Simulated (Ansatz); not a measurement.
# C3H5Al: the cost of one run

Program: Ansatz 0.2.0, driven from Python. The levels of theory stand in the script. These are calculated values, not measurements.

## 1. The structure

Bond lengths: C1–C2 1.458 Å, C2–C3 1.427 Å, C2–Al4 1.790 Å, C3–Al4 1.787 Å, C1–H5 1.124 Å, C1–H6 1.185 Å, C1–H7 1.111 Å, C3–H8 1.095 Å, Al4–H9 1.668 Å. Angles (14 of 15 angles, heavy atoms first): C1–C2–C3 146.0°, C1–C2–Al4 147.3°, C3–C2–Al4 66.4°, C2–C3–Al4 66.6°, C2–Al4–C3 47.0°, C2–C1–H5 112.0°, C2–C1–H6 108.4°, C2–C1–H7 113.0°, C2–C3–H8 146.3°, Al4–C3–H8 145.8°, C2–Al4–H9 156.0°, C3–Al4–H9 156.3°, H5–C1–H6 105.4°, H5–C1–H7 111.2°.

c3h5al.xyz, read by the script:

```xyz
9

C     0.24700    0.92550   -1.05410
C     0.00660   -0.10270   -0.04840
C     0.16470   -1.47750    0.29880
Al   -0.49420   -0.48130    1.62840
H     0.17550    0.51660   -2.09880
H    -0.61480    1.73520   -0.97360
H     1.20460    1.46810   -0.90020
H     0.59770   -2.44330    0.01970
H    -1.19860   -0.18690    3.11110
```

## 2. Script

methods.py reads:

```python
'''C3H5Al at several levels of theory.'''

from pathlib import Path

import ansatz as az
import numpy as np


def main() -> None:
    mol = az.Crystal.molecule_from_extxyz('c3h5al.xyz')

    job = mol.calculation()
    job = job.basis(gaussian='def2-SVP')
    job = job.scf(lower_state_search='off')

    print('functional    E (Ha)        dipole (D)   HOMO (eV)  LUMO (eV)')
    for name in ['blyp', 'revpbe', 'pbe0', 'cam_b3lyp', 'r2scan0', 'hf']:
        report = job.functional(name).forces().orbitals().run(threads=1, pin='off', runs_dir='runs').report
        lines = Path(report['orbitals_path']).read_text().splitlines()
        field_of = lambda key: [line.split('=')[1].strip() for line in lines if line.startswith(key)]
        orbitals = [(27.211386 * float(e), s, float(n)) for e, s, n in zip(field_of('Ene='), field_of('Spin='), field_of('Occup='))]
        homo = max(e for e, _, n in orbitals if n > 0.5)
        lumo = min(e for e, _, n in orbitals if n < 0.5)
        dipole = 4.803205 * np.linalg.norm(report['charge_distribution']['dipole_moment_e_ang'])
        print(f'{name:10s} {report["free_energy_ev"] / 27.211386246:14.6f} {dipole:9.3f} {homo:11.3f} {lumo:10.3f}')


if __name__ == '__main__':
    main()
```

## 3. What the engine is handed

The package turns the script's settings into the engine's input (first run):

```yaml
crystal:
  periodic: [false, false, false]
  atoms:
    - { symbol: C, position_ang: [0.247, 0.9255, -1.0541] }
    - { symbol: C, position_ang: [0.0066, -0.1027, -0.0484] }
    - { symbol: C, position_ang: [0.1647, -1.4775, 0.2988] }
    - { symbol: Al, position_ang: [-0.4942, -0.4813, 1.6284] }
    - { symbol: H, position_ang: [0.1755, 0.5166, -2.0988] }
    - { symbol: H, position_ang: [-0.6148, 1.7352, -0.9736] }
    - { symbol: H, position_ang: [1.2046, 1.4681, -0.9002] }
    - { symbol: H, position_ang: [0.5977, -2.4433, 0.0197] }
    - { symbol: H, position_ang: [-1.1986, -0.1869, 3.1111] }
basis:
  gaussian:
    orbitals: def2-SVP
hamiltonian:
  xc: blyp
scf:
  lower_state_search: "off"
output:
  orbitals: {}
  forces: true
```

## 4. Launch

Started as:

```sh
$ python methods.py
```

**Question.** How long does this script take on 1 thread of Arm Neoverse V2, shared host, and how much memory does it need?

About 12 s, with a peak of 0.21 GiB.
